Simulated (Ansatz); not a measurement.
# SbH₂− (singlet): from Hartree-Fock to the top rungs, def2-SVPD

One table from this session's results is given with a row withheld; the runs are named, their logs left out.

Method: def2-SVPD, core rule «outside noble gas», up to 9 orbitals frozen; program: Ansatz 0.2.0, Gaussian basis.

Plan: UHF; CCSD(T) on RHF; BCCD(T) on RHF; CISD; CCSDT(Q) on RHF; CCSDTQ on RHF; CASSCF and MRCISD+Q, 8 electrons in 6 orbitals; CASSCF and NEVPT2, 8 electrons in 6 orbitals.

3 further runs of the same task are left out: 3 set aside as unsound or not needed.

### What is computed

The geometry is a PBE0/def2-TZVPD stationary point (not a proven minimum). No spin-orbit coupling is included. Elements past krypton take def2 core potentials.

3 atoms, charge -1, spin multiplicity 1.

Atoms are counted from 1 here; the program's logs count them from 0.

Bond lengths: Sb1–H2 1.728 Å, Sb1–H3 1.728 Å. Angles: H2–Sb1–H3 90.6°.

As a file:

```
Sb    0.0000   -0.0198    0.0000
H     0.0000    1.1955    1.2291
H     0.0000    1.1955   -1.2291
```

The first run:

File in.yaml:

```yaml
crystal:
  periodic: [false, false, false]
  atoms:
    - {symbol: Sb, position_ang: [0.000000, -0.019793, 0.000000]}
    - {symbol: H, position_ang: [0.000000, 1.195507, 1.229100]}
    - {symbol: H, position_ang: [0.000000, 1.195507, -1.229100]}
basis:
  gaussian: {orbitals: def2-SVPD}
total_charge: -1
magnetization: {spin_polarized: true, initial_magnetization: 0}
hamiltonian: {xc: hf}
output: {orbitals: {seedname: orbitals}}
```

Started as:

```
$ ansatz run in.yaml --threads 1 --pin off --events-out ev --progress --plain --max-ram 4096MiB --backend cpu
```

Among the steps run: UHF; CCSD(T) on RHF; BCCD(T) on RHF; CISD; CCSDT(Q) on RHF; CCSDTQ on RHF; CASSCF and MRCISD+Q, 8 electrons in 6 orbitals; CASSCF and NEVPT2, 8 electrons in 6 orbitals.

One table of the session follows, with a row left open; its other results are not shown here.

| method | from RCCSDTQ (meV) |
| --- | --- |
| RHF | +3943.4 |
| RMP2 | +796.7 |
| CISD | +357.8 |
| RCCSD | +139.5 |
| RCCSD(T) | +26.1 |
| BCCD(T) | +26.0 |
| RCCSDT | +7.1 |
| RCCSDT(Q) | +0.7 |
| RCCSDTQ | 0 |
| CASSCF valence | +3017.8 |
| NEVPT2 valence | +881.0 |
| MRCISD valence | +218.7 |
| MRCISD+Q valence | ? |

Q: Estimate the row for MRCISD+Q valence from the others.

As computed: from RCCSDTQ (meV): +10.1. In the column «from RCCSDTQ (meV)» it lies between RCCSDT (+7.1) and BCCD(T) (+26.0).
